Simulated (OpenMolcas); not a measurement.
# Rh⁵⁺ among point charges: CASSCF and CASPT2 levels and susceptibility

Aim: the splitting of the states of Rh⁵⁺ in the field of 6 point charges, its lowest levels with spin-orbit coupling and its magnetic susceptibility.

Program: OpenMolcas 26.06. Level of theory: state-averaged CASSCF and CASPT2, spin-orbit coupling by RASSI with atomic mean-field integrals. These are calculated values, not measurements, unless marked.

## Step 1: The system

- Species: Rh⁵⁺ (rhodium, Z = 45, 40 electrons)
- Basis: ANO-RCC-VTZP [7s6p4d2f1g], 68 functions
- Scalar Hamiltonian: DKH2, point nucleus
- Inactive shells: 1s 2s 2p 3s 3p 3d 4s 4p
- Active space: 4 electrons in 5 orbitals (4d)
- Some configurations of this space: 4d4
- Orbitals: optimised for each spin and parity, averaged over all roots

Outer shells as boxes (Hund's rule):

4d4
```
4d [↑ ][↑ ][↑ ][↑ ][  ]
```

The ion sits among 6 point charges of -1.7 e arranged as a tetragonal octahedron (D4h), 1.77 Å from the ion, with the axial distance 1.788 Å.

The work runs as a chain of OpenMolcas steps in one folder; each step below is one input file. Labels, J, g values, rates, χT and fits are worked out afterwards by a script from the matrices that RASSI stores. The input lists half of the charges; inversion (Group=XYZ) makes the rest.

## Step 2: One- and two-electron integrals

Contents of a.inp:

```
&GATEWAY
Coord
1

Rh 0.0 0.0 0.0
Basis=ANO-RCC-VTZP
Group=XYZ
NoMove
AngMom=0.0 0.0 0.0
AMFI
XField
3 Angstrom 0
1.770000 0.000000 0.000000 -1.700000
0.000000 1.770000 0.000000 -1.700000
0.000000 0.000000 1.787700 -1.700000
&SEWARD
```

## Step 3: CASSCF: quintets of even parity, 5 roots

Contents of a.inp:

```
&RASSCF
FileOrb=start.orb
Symmetry=1
Spin=5
nActEl=4 0 0
Inactive=9 9
Ras2=5 0
CIRoot=5 5 1
SDav=5
CIMx=300
Iter=120 100
PrWF=0.3
OrbListing=Nothing
MaxOrb=0
>>> COPY $Project.JobIph JOB001
```

start.orb holds the contracted functions of the basis, ordered by shell, or the orbitals of the step before.

## Step 4: Reference wave functions, triplets of even parity, 45 roots

Contents of a.inp:

```
&RASSCF
FileOrb=start.orb
Symmetry=1
Spin=3
nActEl=4 0 0
Inactive=9 9
Ras2=5 0
CIRoot=45 45 1
SDav=45
CIMx=300
Iter=120 100
PrWF=0.3
OrbListing=Nothing
MaxOrb=0
>>> COPY $Project.JobIph JOB002
```

## Step 5: CASSCF: singlets of even parity, 50 roots

Contents of a.inp:

```
&RASSCF
FileOrb=start.orb
Symmetry=1
Spin=1
nActEl=4 0 0
Inactive=9 9
Ras2=5 0
CIRoot=50 50 1
SDav=50
CIMx=300
Iter=120 100
PrWF=0.3
OrbListing=Nothing
MaxOrb=0
>>> COPY $Project.JobIph JOB003
```

## Step 6: RASSI: spin-orbit coupling between the states

Contents of a.inp:

```
&RASSI
NrOfJobIphs=3 5 45 50
1 2 3 4 5
1 2 3 4 5 6 7 8 9 10 11 12 13 14 15 16 17 18 19 20 21 22 23 24 25 26 27
28 29 30 31 32 33 34 35 36 37 38 39 40 41 42 43 44 45
1 2 3 4 5 6 7 8 9 10 11 12 13 14 15 16 17 18 19 20 21 22 23 24 25 26 27
28 29 30 31 32 33 34 35 36 37 38 39 40 41 42 43 44 45 46 47 48 49 50
IphNames
JOB001
JOB002
JOB003
EJob
SpinOrbit
DIPRint=1.0
SOCoupling=1000.0
Subsets=2
Property=9
'ANGMOM' 1 'ANGMOM' 2 'ANGMOM' 3 'MLTPL  1' 1 'MLTPL  1' 2 'MLTPL  1' 3
'AMFI' 1 'AMFI' 2 'AMFI' 3
SOProperty=3
'ANGMOM' 1 'ANGMOM' 2 'ANGMOM' 3
```

## Step 7: CASPT2: IPEA 0.25, imaginary shift 0.1 (closed shells correlated: 4s 4p)

Contents of a.inp:

```
>>> COPY JOB001 $Project.JobIph
&CASPT2
Multistate=5 1 2 3 4 5
NoMult
Frozen=8 6
IPEA=0.25
Imaginary=0.1
MaxIter=60
WThr=0.0 0.3 0.05
PrWF=0.5
NoMix
>>> COPY JOB002 $Project.JobIph
&CASPT2
Multistate=45 1 2 3 4 5 6 7 8 9 10 11 12 13 14 15 16 17 18 19 20 21 22
23 24 25 26 27 28 29 30 31 32 33 34 35 36 37 38 39 40 41 42 43 44 45
NoMult
Frozen=8 6
IPEA=0.25
Imaginary=0.1
MaxIter=60
WThr=0.0 0.3 0.05
PrWF=0.5
NoMix
>>> COPY JOB003 $Project.JobIph
&CASPT2
Multistate=50 1 2 3 4 5 6 7 8 9 10 11 12 13 14 15 16 17 18 19 20 21 22
23 24 25 26 27 28 29 30 31 32 33 34 35 36 37 38 39 40 41 42 43 44 45 46
47 48 49 50
NoMult
Frozen=8 6
IPEA=0.25
Imaginary=0.1
MaxIter=60
WThr=0.0 0.3 0.05
PrWF=0.5
NoMix
```

(Steps that only read results are left out.)

**Question.** What will these runs give? Wanted: spin-free ground state; first state of the same spin within the active space; lowest level; next level.

**Answer**, as computed:

```
                                            quantity                                                                        value
                                              method  SS-CASPT2, IPEA 0.25, imaginary shift 0.1 (closed shells correlated: 4s 4p)
                              spin-free ground state                                              5B1, 1-fold in its orbital part
first state of the same spin within the active space                                                              5A1 at 640 cm⁻¹
                                        lowest level                                                                    1-fold A1
                                          next level                                                                   187.5 cm⁻¹
                                         χT at 300 K                                                               1.74 cm³ K/mol
                           effective moment at 300 K                                                                      3.73 μB
```

Cost by method:

```tsv
method	time of its own steps	time with the reference
A. CASSCF	26 s	26 s
B. SS-CASPT2, IPEA 0.25, imaginary shift 0.1, +4s 4p	14 s	40 s
```

Times are of one thread on a shared host.

What this shows: The spin-free ground state (5B1) comes to 100 % from free-ion D terms and keeps the highest spin of the shell. χT at 300 K is 1.74, against 3.01 cm³ K/mol for the spin alone, so spin-orbit coupling lowers it. An active space of the d shell alone favours high spin; real ions in strong fields can be low spin. The field of point charges can differ much from that of real complexes. With metal d orbitals alone active, the gaps between spin states are rough; where two lie within a few thousand cm-1, their order is open. This is an electrostatic model: the charges have no orbitals.
